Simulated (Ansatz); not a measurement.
Born–Oppenheimer molecular dynamics of a periodic cell of 16 atoms, Si (start crystal Si, start structure diamond, volume 1.15 times the crystal's). It starts from a structure without forces on its atoms.

The calculation used Ansatz, DFT LDA, scalar-relativistic, plane waves, PAW. Settings: accuracy low, cutoff 420 eV, k mesh 2x2x2, fermi-dirac smearing 0.17 eV, no spin polarisation.

| Quantity | Value |
| --- | --- |
| ensemble | NVT, Langevin thermostat |
| time step | 2 fs |
| steps asked | 180 |
| set temperature | 2000 K |
| friction | 0.02 /fs |
| seed | 600764 |

Frames 10 fs apart, positions in Å, forces in eV/Å.

Velocities at 160.0 fs (Å/ps):

```
Si -6.25 4.52 7.46
Si 13.22 -12.66 -2.89
Si -2.01 -7.48 -4.40
Si -1.52 7.06 0.71
Si -10.76 -4.76 18.04
Si -5.91 -9.07 10.07
Si -4.83 -0.16 -1.10
Si 7.16 2.98 5.65
Si -2.43 9.48 -0.60
Si -0.10 1.26 9.49
Si -1.31 0.56 2.31
Si -0.72 -4.65 3.96
Si -3.35 1.12 -13.32
Si 7.07 -3.65 -2.74
Si 8.01 0.64 2.97
Si -2.77 -10.67 -7.10
```

```xyz
16
Lattice="0.0000 5.6890 5.6890 5.6890 0.0000 5.6890 5.6890 5.6890 0.0000" Properties=species:S:1:pos:R:3:forces:R:3 time_fs=160.0 energy_less_start_eV=3.701 T=1498
Si -0.194 0.096 0.158 1.65 1.10 -1.55
Si 1.586 1.551 1.321 -0.19 -1.04 0.40
Si 3.207 2.854 -0.088 -1.29 -1.36 -0.64
Si 4.347 4.213 1.304 0.56 -0.21 2.25
Si 3.099 -0.074 3.081 -2.26 1.04 0.55
Si 4.014 1.687 4.517 1.50 -1.01 -0.50
Si 5.818 2.668 2.773 -0.66 0.21 0.56
Si 7.154 4.006 4.310 0.24 0.77 0.11
Si -0.048 2.701 2.741 1.44 -0.24 0.78
Si 1.358 4.217 4.150 -0.40 0.06 1.40
Si 3.183 5.414 3.118 -0.51 0.69 -0.75
Si 4.810 6.912 4.508 -1.81 0.09 -0.58
Si 2.570 2.825 6.092 -0.84 -0.26 -2.15
Si 3.985 4.013 7.406 1.16 0.43 -0.01
Si 5.532 5.259 6.062 1.98 0.34 -0.85
Si 7.235 6.763 7.262 -0.59 -0.62 0.99
16
Lattice="0.0000 5.6890 5.6890 5.6890 0.0000 5.6890 5.6890 5.6890 0.0000" Properties=species:S:1:pos:R:3:forces:R:3 time_fs=170.0 energy_less_start_eV=2.952 T=2055
Si -0.209 0.167 0.152 1.60 -0.13 -0.52
Si 1.691 1.439 1.310 -1.02 -0.49 1.03
Si 3.182 2.757 -0.122 -0.52 -0.50 0.27
Si 4.282 4.243 1.369 0.63 -0.55 0.98
Si 2.957 -0.132 3.288 -0.56 0.74 -1.39
Si 4.008 1.591 4.611 1.28 -0.46 -1.26
Si 5.702 2.661 2.768 0.00 0.12 0.77
Si 7.223 4.054 4.367 -0.98 -0.44 0.08
Si -0.076 2.748 2.778 2.15 -1.07 0.86
Si 1.325 4.217 4.277 -0.49 0.43 0.42
Si 3.148 5.449 3.135 -0.85 0.31 -0.58
Si 4.791 6.837 4.495 -1.51 0.49 -0.75
Si 2.507 2.832 5.927 -0.25 -0.44 -0.22
Si 4.034 3.978 7.378 -0.23 1.28 -0.03
Si 5.678 5.267 6.071 0.65 -0.42 -1.00
Si 7.201 6.649 7.195 0.09 1.14 1.34
16
Lattice="0.0000 5.6890 5.6890 5.6890 0.0000 5.6890 5.6890 5.6890 0.0000" Properties=species:S:1:pos:R:3:forces:R:3 time_fs=180.0 energy_less_start_eV=3.660 T=1558
Si -0.177 0.249 0.077 1.81 -1.62 1.21
Si 1.756 1.355 1.284 -1.31 -0.24 1.40
Si 3.207 2.643 -0.122 -0.31 0.23 0.46
Si 4.241 4.251 1.448 0.61 -0.27 -0.22
Si 2.860 -0.178 3.425 0.64 1.02 -2.33
Si 4.044 1.533 4.663 0.22 0.28 -2.43
Si 5.558 2.666 2.746 0.76 -0.28 1.09
Si 7.236 3.999 4.420 -1.50 -1.12 0.29
Si -0.074 2.750 2.855 1.86 -0.76 0.46
Si 1.273 4.238 4.465 -0.75 0.78 -1.20
Si 3.089 5.471 3.158 -0.93 -0.06 -0.38
Si 4.771 6.774 4.423 -1.02 0.43 -0.18
Si 2.453 2.766 5.785 0.61 -0.56 1.74
Si 4.046 3.970 7.359 -0.37 1.02 -0.08
Si 5.801 5.266 6.066 -0.91 -1.23 -1.41
Si 7.215 6.559 7.180 0.59 2.37 1.58
16
Lattice="0.0000 5.6890 5.6890 5.6890 0.0000 5.6890 5.6890 5.6890 0.0000" Properties=species:S:1:pos:R:3:forces:R:3 time_fs=190.0 energy_less_start_eV=4.245 T=1781
Si -0.096 0.285 0.015 0.79 -1.34 1.90
Si 1.749 1.278 1.310 -0.98 -0.02 1.51
Si 3.220 2.514 -0.103 -0.53 0.94 0.64
Si 4.226 4.274 1.511 -0.13 0.18 -0.79
Si 2.797 -0.175 3.375 0.21 0.23 -1.58
Si 4.074 1.586 4.641 -0.03 -0.22 -2.65
Si 5.411 2.694 2.728 1.48 -0.81 1.55
Si 7.152 3.874 4.477 -0.25 -0.23 -0.50
Si -0.052 2.722 2.934 1.28 0.04 -0.22
Si 1.202 4.249 4.686 -0.79 0.93 -2.69
Si 2.961 5.514 3.237 -0.31 -0.54 -0.45
Si 4.726 6.778 4.350 -0.52 -0.32 0.69
Si 2.404 2.712 5.715 1.25 -0.99 2.88
Si 3.999 3.954 7.380 0.33 0.77 -0.11
Si 5.928 5.249 6.048 -2.17 -1.39 -1.43
Si 7.223 6.540 7.245 0.39 2.76 1.26
16
Lattice="0.0000 5.6890 5.6890 5.6890 0.0000 5.6890 5.6890 5.6890 0.0000" Properties=species:S:1:pos:R:3:forces:R:3 time_fs=200.0 energy_less_start_eV=4.675 T=1893
Si -0.050 0.220 -0.028 -0.58 0.10 2.24
Si 1.687 1.189 1.360 -0.61 0.24 1.39
Si 3.196 2.404 -0.030 -0.77 1.38 0.72
Si 4.257 4.373 1.653 -0.59 0.06 -1.32
Si 2.766 -0.132 3.313 -0.14 -0.42 -0.98
Si 4.133 1.643 4.556 -0.50 -0.82 -1.45
Si 5.326 2.718 2.790 2.19 -0.84 1.13
Si 7.062 3.747 4.523 0.76 0.04 -1.00
Si -0.051 2.672 2.975 0.90 0.45 -0.54
Si 1.138 4.238 4.782 0.01 -0.15 -3.19
Si 2.901 5.527 3.372 -0.53 -0.76 -0.75
Si 4.617 6.775 4.319 0.40 -0.50 1.36
Si 2.397 2.685 5.704 1.55 -1.04 2.98
Si 3.942 3.942 7.472 0.63 0.49 -0.45
Si 6.022 5.199 5.987 -1.95 0.10 0.03
Si 7.236 6.609 7.393 -0.78 1.68 -0.17
16
Lattice="0.0000 5.6890 5.6890 5.6890 0.0000 5.6890 5.6890 5.6890 0.0000" Properties=species:S:1:pos:R:3:forces:R:3 time_fs=210.0 energy_less_start_eV=4.554 T=2230
Si -0.086 0.177 -0.010 -0.82 0.26 1.60
Si 1.595 1.082 1.445 -0.51 0.82 0.67
Si 3.174 2.319 0.118 -0.87 1.41 0.41
Si 4.302 4.509 1.785 -0.58 -0.50 -1.03
Si 2.738 -0.115 3.200 0.01 -0.68 -0.10
Si 4.127 1.652 4.383 -1.39 -1.70 0.79
Si 5.354 2.768 2.903 2.49 0.05 -0.50
Si 7.001 3.631 4.553 1.33 -0.13 -0.84
Si -0.065 2.611 2.990 1.04 0.59 -0.51
Si 1.124 4.231 4.701 0.42 -1.22 -1.73
Si 2.833 5.509 3.506 -0.53 -0.49 -1.56
Si 4.530 6.779 4.314 0.75 -0.54 1.85
Si 2.423 2.621 5.807 1.32 0.16 1.70
Si 3.992 3.953 7.583 0.19 0.14 -1.20
Si 6.076 5.203 5.873 -1.72 1.09 0.92
Si 7.253 6.679 7.458 -1.12 0.73 -0.46
16
Lattice="0.0000 5.6890 5.6890 5.6890 0.0000 5.6890 5.6890 5.6890 0.0000" Properties=species:S:1:pos:R:3:forces:R:3 time_fs=220.0 energy_less_start_eV=4.300 T=1993
Si -0.022 0.185 0.073 -1.50 -0.58 -0.09
Si 1.478 1.029 1.573 -0.11 1.70 -0.07
Si 3.151 2.264 0.296 -0.61 1.21 -0.14
Si 4.309 4.613 1.869 -0.04 -1.12 -0.67
Si 2.696 -0.126 3.104 0.42 -0.86 1.17
Si 4.096 1.594 4.261 -1.13 -1.55 1.83
Si 5.471 2.783 2.965 1.22 0.19 -1.39
Si 7.037 3.503 4.513 1.44 0.80 0.51
Si -0.037 2.600 2.944 0.40 0.36 0.10
Si 1.121 4.195 4.549 0.11 -1.53 0.47
Si 2.738 5.488 3.543 0.71 0.61 -1.69
Si 4.533 6.783 4.371 0.13 -0.65 1.39
Si 2.532 2.592 5.981 0.88 1.06 0.02
Si 4.012 4.021 7.626 0.36 -0.58 -1.78
Si 6.072 5.230 5.770 -1.09 0.80 0.88
Si 7.224 6.739 7.516 -1.19 0.14 -0.54
16
Lattice="0.0000 5.6890 5.6890 5.6890 0.0000 5.6890 5.6890 5.6890 0.0000" Properties=species:S:1:pos:R:3:forces:R:3 time_fs=230.0 energy_less_start_eV=4.553 T=1683
Si -0.002 0.216 0.140 -2.47 -1.72 -1.70
Si 1.302 1.038 1.652 1.93 1.61 0.65
Si 3.154 2.283 0.449 -0.50 0.78 -0.59
Si 4.295 4.636 1.959 0.41 -1.23 -0.88
Si 2.687 -0.193 3.066 -0.08 -0.63 1.00
Si 4.049 1.500 4.233 -0.17 -0.54 1.75
Si 5.586 2.763 2.979 -0.87 -0.38 -1.50
Si 7.139 3.418 4.390 1.84 1.91 1.99
Si 0.048 2.626 2.887 -0.88 0.33 0.85
Si 1.145 4.156 4.482 0.15 -0.93 1.56
Si 2.695 5.534 3.534 0.83 0.90 -1.51
Si 4.586 6.746 4.417 -0.50 0.25 0.70
Si 2.665 2.624 6.180 0.01 0.56 -1.59
Si 4.003 4.024 7.542 1.36 -0.30 -1.24
Si 5.987 5.284 5.707 -0.26 -0.28 0.95
Si 7.139 6.819 7.524 -0.80 -0.34 -0.42
16
Lattice="0.0000 5.6890 5.6890 5.6890 0.0000 5.6890 5.6890 5.6890 0.0000" Properties=species:S:1:pos:R:3:forces:R:3 time_fs=240.0 energy_less_start_eV=4.943 T=2262
Si -0.148 0.258 0.172 -1.30 -2.22 -0.99
Si 1.170 1.069 1.737 2.39 0.45 -0.13
Si 3.167 2.294 0.545 -0.46 0.55 -0.76
Si 4.279 4.604 2.055 0.48 -0.93 -1.13
Si 2.656 -0.295 3.040 0.02 -0.38 0.73
Si 4.043 1.369 4.302 0.01 0.43 0.77
Si 5.675 2.731 2.936 -1.55 -0.13 0.01
Si 7.321 3.418 4.324 0.88 1.68 1.59
Si 0.103 2.718 2.851 -1.52 0.43 1.34
Si 1.200 4.114 4.504 0.02 -0.11 1.71
Si 2.631 5.623 3.504 0.87 0.62 -1.12
Si 4.642 6.744 4.412 -1.14 0.92 0.06
Si 2.725 2.673 6.301 -1.82 -1.57 -3.38
Si 3.994 3.974 7.396 2.98 1.89 0.69
Si 5.931 5.315 5.675 0.23 -0.93 1.17
Si 7.039 6.866 7.483 -0.10 -0.70 -0.56
16
Lattice="0.0000 5.6890 5.6890 5.6890 0.0000 5.6890 5.6890 5.6890 0.0000" Properties=species:S:1:pos:R:3:forces:R:3 time_fs=250.0 energy_less_start_eV=5.101 T=2583
Si -0.378 0.246 0.236 1.19 -2.31 1.27
Si 1.144 1.155 1.826 1.63 -0.82 -1.50
Si 3.144 2.314 0.607 -0.26 0.54 -0.70
Si 4.262 4.496 2.154 -0.07 -0.42 -1.44
Si 2.574 -0.414 3.059 0.97 0.53 -0.14
Si 4.048 1.258 4.374 -0.89 0.95 -0.60
Si 5.735 2.695 2.916 -2.01 1.02 1.82
Si 7.507 3.429 4.282 -0.44 0.61 1.48
Si 0.138 2.820 2.887 -1.75 0.50 1.50
Si 1.284 4.093 4.587 -0.14 0.52 1.06
Si 2.558 5.758 3.438 0.76 -0.12 -0.59
Si 4.606 6.807 4.421 -0.96 0.81 0.11
Si 2.725 2.616 6.284 -1.56 -1.32 -3.27
Si 4.059 3.966 7.247 2.64 2.42 1.26
Si 5.941 5.331 5.670 -0.28 -0.73 0.72
Si 6.880 6.962 7.393 1.16 -2.16 -1.00
16
Lattice="0.0000 5.6890 5.6890 5.6890 0.0000 5.6890 5.6890 5.6890 0.0000" Properties=species:S:1:pos:R:3:forces:R:3 time_fs=260.0 energy_less_start_eV=5.370 T=3073
Si -0.524 0.137 0.322 1.94 -1.86 1.65
Si 1.140 1.210 1.882 0.79 -0.73 -1.19
Si 3.114 2.296 0.700 -0.15 0.57 -0.71
Si 4.208 4.369 2.218 -0.29 -0.26 -1.52
Si 2.572 -0.448 3.101 1.27 1.30 -1.35
Si 3.961 1.130 4.407 -0.51 1.07 -0.68
Si 5.812 2.648 2.914 -2.59 2.16 3.16
Si 7.625 3.455 4.282 -1.14 -0.55 1.70
Si 0.132 2.964 2.953 -1.34 -0.51 0.84
Si 1.344 4.069 4.694 -0.50 1.24 0.06
Si 2.501 5.937 3.361 0.19 -1.37 -0.08
Si 4.448 6.764 4.431 -0.08 1.50 0.25
Si 2.659 2.520 6.128 0.57 0.52 -1.86
Si 4.206 4.040 7.057 0.45 0.73 1.14
Si 5.926 5.343 5.638 -0.47 -0.69 0.29
Si 6.756 7.015 7.277 1.86 -3.11 -1.71
16
Lattice="0.0000 5.6890 5.6890 5.6890 0.0000 5.6890 5.6890 5.6890 0.0000" Properties=species:S:1:pos:R:3:forces:R:3 time_fs=270.0 energy_less_start_eV=5.616 T=2147
Si -0.579 -0.027 0.451 1.81 -1.06 0.72
Si 1.123 1.197 1.915 0.55 -0.20 -0.77
Si 3.150 2.346 0.752 -0.54 0.20 -0.74
Si 4.162 4.239 2.226 -0.34 -0.08 -1.02
Si 2.660 -0.371 3.127 0.24 -0.05 -1.67
Si 3.894 1.034 4.450 0.97 1.11 0.07
Si 5.840 2.649 3.010 -1.63 0.72 1.74
Si 7.674 3.476 4.357 -0.96 -0.08 0.99
Si 0.074 3.063 2.933 -0.32 -0.99 0.78
Si 1.384 4.019 4.790 -1.64 2.00 -1.25
Si 2.435 6.121 3.344 -0.23 -1.82 -0.09
Si 4.362 6.744 4.427 0.32 1.96 0.30
Si 2.582 2.420 5.889 1.66 0.86 -0.18
Si 4.348 4.127 6.911 -1.18 -0.57 1.50
Si 5.853 5.346 5.579 0.47 -0.42 -0.06
Si 6.708 7.012 7.142 0.82 -1.59 -0.31
```

Of the whole run (360 fs, mean temperature of the second half 1984 K): A run of 0.36 ps of so small a system gives no equilibrium averages. Limits of this set-up: coarse k mesh, low accuracy level.

Time of the run: 8.2 min on 1 thread of Intel(R) Xeon(R) 6975P-C (Granite Rapids), with other jobs on the host, peak memory 0.64 GiB.
